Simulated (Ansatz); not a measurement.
**C2H6ClGaGeO2: basis-set convergence**

One table from this session's results is given with a row withheld; the runs are named, their logs left out.

Program: Ansatz 0.2.0, Gaussian basis. Level of theory: one geometry, several basis sets. These are calculated values, not measurements.

The runs, in order: PBE0-D4/def2-SVP; ωB97M-V/def2-SVP; PBE0-D4/def2-QZVPP; ωB97M-V/def2-QZVPP; the functionals' def2-TZVPP values are taken from earlier runs.

### The geometry

All runs share one geometry, relaxed beforehand with PBE0-D4 in a triple-zeta def2 set.

SMILES `[Cl][GeH]1[CH2][GaH][O]C[O]1`, 13 atoms, charge 0, spin multiplicity 1.

Atoms are counted from 1 here; the program's logs count them from 0.

Bond lengths: Cl1–Ge2 2.166 Å, Ge2–C3 1.929 Å, Ge2–O7 1.775 Å, Ge2–H8 1.530 Å, C3–Ga4 1.972 Å, C3–H9 1.091 Å, C3–H10 1.094 Å, Ga4–O5 1.790 Å, Ga4–H11 1.552 Å, O5–C6 1.388 Å, C6–O7 1.406 Å, C6–H12 1.095 Å, C6–H13 1.099 Å. Angles: Cl1–Ge2–C3 106.7°, Cl1–Ge2–O7 107.8°, Cl1–Ge2–H8 108.5°, C3–Ge2–O7 106.7°, C3–Ge2–H8 120.9°, O7–Ge2–H8 105.7°, Ge2–C3–Ga4 104.5°, Ge2–C3–H9 112.1°, Ge2–C3–H10 109.8°, Ga4–C3–H9 112.7°, Ga4–C3–H10 109.4°, H9–C3–H10 108.3°, C3–Ga4–O5 114.4°, C3–Ga4–H11 132.0°, O5–Ga4–H11 113.6°, Ga4–O5–C6 128.0°, O5–C6–O7 115.1°, O5–C6–H12 108.4° and more.

Set-up of the first run:

The input, in.yaml:

```yaml
crystal:
  periodic: [false, false, false]
  atoms:
    - {symbol: Cl, position_ang: [-0.137101, 0.375917, 2.664841]}
    - {symbol: Ge, position_ang: [-0.172457, -1.034371, 1.021445]}
    - {symbol: C, position_ang: [1.483714, -0.805094, 0.060349]}
    - {symbol: Ga, position_ang: [1.184506, 0.785107, -1.066408]}
    - {symbol: O, position_ang: [-0.518967, 1.330195, -1.140036]}
    - {symbol: C, position_ang: [-1.617125, 0.792417, -0.483515]}
    - {symbol: O, position_ang: [-1.474567, -0.548051, -0.082592]}
    - {symbol: H, position_ang: [-0.581632, -2.404888, 1.565534]}
    - {symbol: H, position_ang: [2.335754, -0.690109, 0.731577]}
    - {symbol: H, position_ang: [1.665757, -1.674354, -0.578751]}
    - {symbol: H, position_ang: [2.150898, 1.652933, -1.916368]}
    - {symbol: H, position_ang: [-2.471044, 0.806691, -1.169460]}
    - {symbol: H, position_ang: [-1.847737, 1.413597, 0.393372]}
basis:
  gaussian: {orbitals: def2-SVP}
hamiltonian: {xc: pbe0, dispersion: d4}
output: {orbitals: {seedname: orbitals}}
```

Launch:

```console
$ ansatz run in.yaml --threads 2 --pin off --events-out ev --progress --plain --max-ram 22528MiB --backend cpu
```

Steps of the session up to this table: PBE0-D4 in def2-SVP; ωB97M-V in def2-SVP; PBE0-D4 in def2-QZVPP; ωB97M-V in def2-QZVPP.

One of the session's tables, all rows but one given; the rest of the session is left out.

It belongs to the step «Functionals by basis». 

| functional | basis | HOMO (eV) |
| --- | --- | --- |
| PBE0-D4 | def2-SVP | -7.60 |
| PBE0-D4 | def2-TZVPP | -7.66 |
| PBE0-D4 | def2-QZVPP | -7.68 |
| ωB97M-V | def2-SVP | -9.93 |
| ωB97M-V | def2-TZVPP | ? |
| ωB97M-V | def2-QZVPP | -10.04 |

Q: Estimate the row for ωB97M-V, def2-TZVPP from the others.

**Answer.** HOMO (eV): -10.01. In the column «HOMO (eV)» it lies between ωB97M-V, def2-QZVPP (-10.04) and ωB97M-V, def2-SVP (-9.93).
